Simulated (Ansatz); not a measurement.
# Y: element swaps in one structure

What happens to the structure of Y under Y → Ga; Y → Sb? Each swap replaces an element on all its sites; cell and atoms are relaxed again.

Computed with Ansatz 0.2.0 (DFT r2SCAN, scalar-relativistic, plane waves, PAW, unless a step's input says otherwise).

1 further run of the same task is left out (set aside as unsound or not needed). Runs told in other sessions of the task aren't counted.

## Step 1: The structure to begin with

The structure is hexagonal, space group P6_3/mmc (No. 194). Conventional cell: a = 3.682 Å, b = 3.682 Å, c = 5.697 Å, α = 90.00°, β = 90.00°, γ = 120.00°. Y (site symmetry -6m2) has 12 Y at 3.55 to 3.68 Å in its first shell of neighbours.

Coordinates:

```
CELL_PARAMETERS angstrom
3.68221 0.00000 0.00000
-1.84111 3.18889 0.00000
0.00000 0.00000 5.69696
ATOMIC_POSITIONS crystal
Y 0.33333 0.66667 0.25000
Y 0.66667 0.33333 0.75000
```

This cell was relaxed beforehand with the same method: volume 33.45 Å³/atom, gap on the mesh none (metal).

## Step 2: The substitution Y → Ga

The start of Ga: fractional positions of relaxed Y, cell scaled by 0.738, a guess from tabulated radii.

## Step 3: Probe: one point at the start (Ga)

input.yaml reads:

```yaml
crystal:
  lattice:
    - [2.7165137407, 0.0, 0.0]
    - [-1.3582568703, 2.3525699092, 0.0]
    - [0.0, 0.0, 4.2028728621]
  atoms:
    - { symbol: Ga, position: [0.3333333333, 0.6666666667, 0.25] }
    - { symbol: Ga, position: [0.6666666667, 0.3333333333, 0.75] }
basis:
  ecutwfc: 500
kpoints:
  mp_grid: { grid: [6, 6, 4] }
hamiltonian:
  xc: r2scan
scf:
  occupations: { method: gaussian, width: 0.1 }
output:
  forces: true
  stress: true
  eigenvalues: true
```

The run is started by

```bash
$ ansatz run input.yaml --threads 1 --pin off --max-ram 2560MiB --backend cpu --events-out ev --progress --plain --runs-dir out
```

Further runs follow: coarse relaxation (Ga); relaxing cell and atoms (Ga); quick check of gap, pressure and forces (Sb); coarse relaxation (Sb); relaxing cell and atoms (Sb).

**Question.** What will these runs give? Wanted: Y → Ga; Y → Sb.

The runs gave:

| quantity | value |
| --- | --- |
| Y → Ga (Ga) | 17.97 Å³/atom, gap none (metal) |
| Y → Sb (Sb) | 27.10 Å³/atom, gap none (metal) |

Per atom and against the relaxed parent, Sb is the largest of the new crystals (-19.0 %) and Ga the smallest (-46.3 %). All of them are metals at this level. Spin-orbit coupling is left out for Sb.
